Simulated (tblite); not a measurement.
# C2H5AlClNO (SMILES [H]/N=[C](\Cl)[Al]([CH3])[OH]): GFN2-xTB

Aim: a structure relaxation of C2H5AlClNO. The job is set up through a Python script.

The calculation is run with tblite 0.8.0.

36 further runs of the same task are left out: 36 set aside as unsound or not needed.

## (1) The system as given

C2H5AlClNO has 11 atoms, charge 0, and is taken as a singlet. SMILES: `[H]/N=[C](\Cl)[Al]([CH3])[OH]`. The shape is that of a PBE0-D4/def2-TZVP optimisation. This is one conformer, not always the lowest. The run starts from this shape.

Bond lengths: C1–Al2 1.930 Å, Al2–O3 1.691 Å, Al2–C4 1.988 Å, C4–N5 1.251 Å, C4–Cl6 1.805 Å, C1–H7 1.092 Å, C1–H8 1.094 Å, C1–H9 1.094 Å, O3–H10 0.958 Å, N5–H11 1.022 Å. Some angles: C1–Al2–O3 122.7°, C1–Al2–C4 123.2°, O3–Al2–C4 114.1°, Al2–C4–N5 122.4°, Al2–C4–Cl6 116.0°, N5–C4–Cl6 121.6°, Al2–C1–H7 111.8°, Al2–C1–H8 110.9°, Al2–C1–H9 110.9°, Al2–O3–H10 120.3°.

## (2) A geometry optimisation at GFN2-xTB

Contents of molecule.xyz:

```xyz
11

C     -1.637600     1.021600     0.625700
Al     0.151400     0.317200     0.456300
O      1.410400     0.760200     1.494400
C      0.677500    -0.988000    -0.947700
N      1.841300    -1.435200    -1.045400
Cl    -0.628900    -1.497400    -2.084800
H     -1.719000     1.727500     1.454700
H     -2.359800     0.215900     0.788600
H     -1.943900     1.532400    -0.292100
H      2.285600     0.388600     1.378300
H      1.988200    -2.099700    -1.807300
```

Contents of job.py:

```python
"""GFN2-xTB geometry optimisation"""
import json
import numpy as np
from tblite.interface import Calculator
from tblite.interface import symbols_to_numbers
from scipy.optimize import minimize

symbols = list(map(str, np.loadtxt("molecule.xyz", skiprows=2, usecols=0, dtype=str, ndmin=1)))
numbers = np.array(symbols_to_numbers(symbols))
positions = np.loadtxt("molecule.xyz", skiprows=2, usecols=(1, 2, 3), ndmin=2) / 0.52917721

xtb = Calculator("GFN2-xTB", numbers, positions, charge=0, uhf=0)
xtb.set("verbosity", 0)
xtb.set("accuracy", 0.01)
last, frames, energies, grads = [None], [], [], []

def fun(x):
    xtb.update(x.reshape(-1, 3))
    last[0] = xtb.singlepoint(last[0])
    return float(last[0].get('energy')), last[0].get('gradient').ravel()

def show(x):
    e, g = fun(x)
    frames.append(x.reshape(-1, 3).tolist())
    energies.append(e)
    grads.append(g.reshape(-1, 3).tolist())
    print(f"{len(energies) - 1:4d} {e:16.9f} {np.abs(g).max():12.3e} {np.linalg.norm(g):12.3e}")

print("step      energy/Eh       max grad     grad norm")
show(positions.ravel())
opt = minimize(fun, positions.ravel(), jac=True, method="BFGS", callback=show, options={"gtol": 3e-05, "maxiter": 500})
print("converged:", opt.success, "-", opt.message)
fun(opt.x)
res = last[0]
final = opt.x.reshape(-1, 3)
print("final geometry (angstrom)")
for s, p in zip(symbols, final * 0.529177210903):
    print(f"{s:<2} {p[0]:12.6f} {p[1]:12.6f} {p[2]:12.6f}")
print(f"Total energy: {res.get('energy') * 27.211386:.8f} eV")
eps = np.atleast_2d(res.get("orbital-energies")) * 27.211386
occ = np.atleast_2d(res.get("orbital-occupations"))
filled = occ.sum(axis=0) if eps.shape[0] == 1 else occ[0]
homo = np.nonzero(filled > 0.5)[0].max()
print("  MO   occupation   energy/eV")
for i in range(max(0, homo - 4), min(eps.shape[1], homo + 5)):
    print(f"{i + 1:4d} {filled[i]:10.4f} {eps[0, i]:12.4f}")
mu = res.get("dipole") * 2.541746
print(f"dipole: {np.linalg.norm(mu):.4f} D, components " + " ".join(f"{c:.4f}" for c in mu))
q = res.get("charges")
print("Charges:", " ".join(f"{s}{i + 1}={c:+.4f}" for i, (s, c) in enumerate(zip(symbols, q))))
out = {k: np.asarray(res.get(k)).tolist() for k in ("energy", "gradient", "charges", "dipole", "orbital-energies", "orbital-occupations")}
out.update(symbols=symbols, positions=(positions * 0.529177210903).tolist(), final=final.tolist(), frames=frames, step_energies=energies, grads=grads, success=bool(opt.success))
json.dump(out, open("results.json", "w"))
```

On the command line:

```
$ python job.py
```

Q: Predict the results. Wanted: total energy at the end; dipole moment; HOMO energy; LUMO energy; HOMO–LUMO gap.

Computed results:

Level: GFN2-xTB.

| quantity | value |
| --- | --- |
| total energy at the end | -19.46385 Eh |
| dipole moment | 1.91 D |
| HOMO energy | -10.30 eV |
| LUMO energy | -7.04 eV |
| HOMO–LUMO gap | 3.27 eV |

**Reading.** At the final geometry: Bond lengths: C1–Al2 1.990 Å, Al2–O3 1.638 Å, Al2–C4 2.015 Å, C4–N5 1.227 Å, C4–Cl6 1.838 Å, C1–H7 1.091 Å, C1–H8 1.091 Å, C1–H9 1.091 Å, O3–H10 0.946 Å, N5–H11 1.017 Å. Some angles: C1–Al2–O3 121.7°, C1–Al2–C4 122.3°, O3–Al2–C4 116.0°, Al2–C4–N5 142.5°, Al2–C4–Cl6 95.5°, N5–C4–Cl6 122.0°, Al2–C1–H7 108.6°, Al2–C1–H8 112.9°, Al2–C1–H9 113.0°, Al2–O3–H10 176.8°. The optimisation took 89 steps and changed the energy by -0.256 eV.
